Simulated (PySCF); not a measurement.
# GeH4S: the cost of one run

Computed with PySCF 2.14.0, with density-fitted response routines of our own, on a single molecule in the gas phase. Atoms count from 0, in the outputs and in this text.

## 1. The molecule as given

6 atoms, charge 0, multiplicity 1; geometry from: GFN2-xTB. The atoms were then displaced at random by about 0.01 Å, so the start is not that level's minimum.

Bonds of the start (Å): S0–Ge1 2.23, S0–H2 1.32, Ge1–H3 1.50, Ge1–H4 1.49, Ge1–H5 1.51.

## 2. Relaxing the molecule at PBE0-D3(BJ)/def2-SVP

Job settings and geometry (Å):

```
{"job": {"xc": "PBE0", "basis": "def2-SVP", "d3": "d3bj", "grid": 1, "shake": 0.01, "kind": "geom"}, "charge": 0, "multiplicity": 1}
S      1.478990    -0.872190    -0.282920
Ge    -0.546060     0.013530    -0.027070
H      2.070280     0.212940     0.189180
H     -0.762510     0.339400     1.415970
H     -1.527070    -1.006180    -0.508780
H     -0.689470     1.282480    -0.831040
```

Launch:

```console
> OMP_NUM_THREADS=1 python probes_run.py task.json out
```

This one command runs all jobs of the session in turn.

Q: Estimate the wall time and peak memory of this first job on 1 thread of Arm Neoverse V1, shared host.

About 5.9 s, with a peak of 0.31 GiB.
